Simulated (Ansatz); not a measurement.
# Li: the cost of one run

Computed with Ansatz 0.2.0 (DFT LDA, scalar-relativistic, unless a step's input says otherwise).

### 1 The system as given

The structure is cubic, space group Fm-3m (No. 225). Conventional cell: a = 4.404 Å, b = 4.404 Å, c = 4.404 Å, α = 90.00°, β = 90.00°, γ = 90.00°. Li (site symmetry m-3m) has 12 Li at 3.11 Å as nearest neighbours.

Coordinates:

```cif
data_structure
_symmetry_space_group_name_H-M 'P 1'
_symmetry_Int_Tables_number 1
_cell_length_a 3.1141
_cell_length_b 3.1141
_cell_length_c 3.1141
_cell_angle_alpha 60.000
_cell_angle_beta 60.000
_cell_angle_gamma 60.000
_cell_volume 21.35
loop_
_atom_site_label
_atom_site_type_symbol
_atom_site_fract_x
_atom_site_fract_y
_atom_site_fract_z
_atom_site_occupancy
Li1 Li 0.00000 0.00000 0.00000 1
```

### 2 The deformed structure

Space group Fm-3m before, I4/mmm after.

### 3 All-electron LAPW

The input, input.yaml:

```yaml
crystal:
  lattice:
    - [0.0, 2.24604, 2.202]
    - [2.24604, 0.0, 2.202]
    - [2.24604, 2.24604, 0.0]
  atoms:
    - { symbol: Li, position: [0.0, 0.0, 0.0] }
kpoints:
  mp_grid: { grid: [16, 16, 16] }
  band_path:
    path:
      - [0.0, 0.0, 0.0]
      - [0.0, 0.5, 0.5]
      - [0.25, 0.75, 0.5]
      - [0.0, 0.5, 0.0]
      - [0.0, 0.0, 0.0]
      - [0.5, 0.5, 0.0]
      - [0.38005, 0.61995, 0.0]
      - [-0.38005, 0.38005, 0.0]
      - [0.0, 0.0, 0.0]
    npoints: 5
scf:
  occupations: { method: fermi_dirac, width: 0.05 }
hamiltonian:
  xc: lda
  pseudopotentials: { kind: all_electron, lapw: { basis_error: 0.0005 } }
output:
  forces: true
  stress: true
  eigenvalues: true
```

On the command line:

```
> ansatz run input.yaml --threads 1 --pin off --max-ram 3072MiB --backend cpu --events-out ev --progress --plain --runs-dir out
```

What time and memory should one allow on 1 thread of Arm Neoverse V2, shared host?

About 3.2 s, with a peak of 0.21 GiB.
